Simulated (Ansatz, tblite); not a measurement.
# The cluster Ge4H4O10: competing shapes

The task here is to estimate one member of a computed series from the others.

The runs use Ansatz 0.2.0, Gaussian basis; relaxed with PBE-D4/def2-SVP, singlet.

8 further runs of the same task are left out: 6 that didn't finish, 2 set aside as unsound or not needed.

## The starting structure

18 atoms, charge 0, spin multiplicity 1.

Atoms are counted from 1 here; the program's logs count them from 0.

Bond lengths: Ge1–O8 2.007 Å, Ge1–O10 2.056 Å, Ge1–O13 1.625 Å, Ge1–H17 1.470 Å, Ge2–O7 1.709 Å, Ge2–O9 1.864 Å, Ge2–O11 1.710 Å, Ge2–O12 1.773 Å, Ge3–O6 1.835 Å, Ge3–O8 1.713 Å, Ge3–O9 1.833 Å, Ge3–O10 1.686 Å, Ge4–O5 1.609 Å, Ge4–O9 1.864 Å, Ge4–O12 1.774 Å, Ge4–O14 2.088 Å, O6–O14 1.403 Å, O7–H16 0.967 Å and more. Angles: O8–Ge1–O10 82.1°, O8–Ge1–O13 112.8°, O8–Ge1–H17 104.5°, O10–Ge1–O13 113.4°, O10–Ge1–H17 103.5°, O13–Ge1–H17 130.0°, O7–Ge2–O9 113.2°, O7–Ge2–O11 113.7°, O7–Ge2–O12 109.7°, O9–Ge2–O11 111.4°, O9–Ge2–O12 88.7°, O11–Ge2–O12 117.9°, O6–Ge3–O8 114.6°, O6–Ge3–O9 98.0°, O6–Ge3–O10 115.0°, O8–Ge3–O9 108.2°, O8–Ge3–O10 103.5°, O9–Ge3–O10 118.0° and more.

A search from random starts with GFN1-xTB found 10 distinct shapes; 2 go on here. The structure above is candidate A, which lies 0.00 eV above the lowest at that level; B lies 6.76 eV above the lowest at that level.

The first run:

File in.yaml:

```yaml
crystal:
  periodic: [false, false, false]
  atoms:
    - {symbol: Ge, position_ang: [-1.717340, 2.821110, 0.466080]}
    - {symbol: Ge, position_ang: [0.603930, -1.423540, 1.037130]}
    - {symbol: Ge, position_ang: [-0.399530, 0.941640, -0.705250]}
    - {symbol: Ge, position_ang: [0.279300, -2.001230, -1.460920]}
    - {symbol: O, position_ang: [-0.306860, -2.695530, -2.788230]}
    - {symbol: O, position_ang: [0.985050, 0.787480, -1.899890]}
    - {symbol: O, position_ang: [1.875270, -0.324750, 1.347470]}
    - {symbol: O, position_ang: [-0.011590, 1.796030, 0.728300]}
    - {symbol: O, position_ang: [-0.572510, -0.833660, -0.283220]}
    - {symbol: O, position_ang: [-1.757360, 1.751620, -1.289710]}
    - {symbol: O, position_ang: [-0.234160, -1.918410, 2.443310]}
    - {symbol: O, position_ang: [1.162350, -2.682060, -0.080680]}
    - {symbol: O, position_ang: [-2.880700, 2.385650, 1.513510]}
    - {symbol: O, position_ang: [1.619990, -0.463470, -1.906810]}
    - {symbol: H, position_ang: [-1.070820, -2.346090, 2.248090]}
    - {symbol: H, position_ang: [1.510980, 0.495560, 1.706900]}
    - {symbol: H, position_ang: [-1.280010, 4.158950, 0.043590]}
    - {symbol: H, position_ang: [2.194020, -0.449290, -1.119690]}
basis:
  gaussian: {orbitals: def2-SVP}
hamiltonian: {xc: pbe, dispersion: d4}
scf: {lower_state_search: "off"}
output: {orbitals: {seedname: orbitals}}
relax: {f_tol: 0.03, max_steps: 70}
```

Command:

```sh
ansatz run in.yaml --threads 4 --pin off --events-out ev --progress --plain --max-ram 6963MiB
```

Steps of the session up to this table: Relaxing candidate A; Relaxing candidate B; Candidate B, PBE0-D4/def2-SVP; Candidate B, PBE-D4/def2-SVP; Candidate B, r2SCAN-D4/def2-SVP.

One of the session's tables, all rows but one given; the rest of the session is left out.

It belongs to the step «B against A». 

```
             level  B above A (kJ/mol)
          GFN1-xTB              +666.7
          GFN2-xTB              +338.9
   PBE-D4/def2-SVP                   ?
r2SCAN-D4/def2-SVP              +833.4
  PBE0-D4/def2-SVP              +828.1
```

Estimate the missing values for PBE-D4/def2-SVP.

As computed: B above A (kJ/mol): +772.3. In the column «B above A (kJ/mol)» it lies between GFN1-xTB (+666.7) and PBE0-D4/def2-SVP (+828.1).

Caveats from the session: A random search of this size may have missed the true lowest shape. Only singlets are compared; another spin may lie lower and prefer another shape.
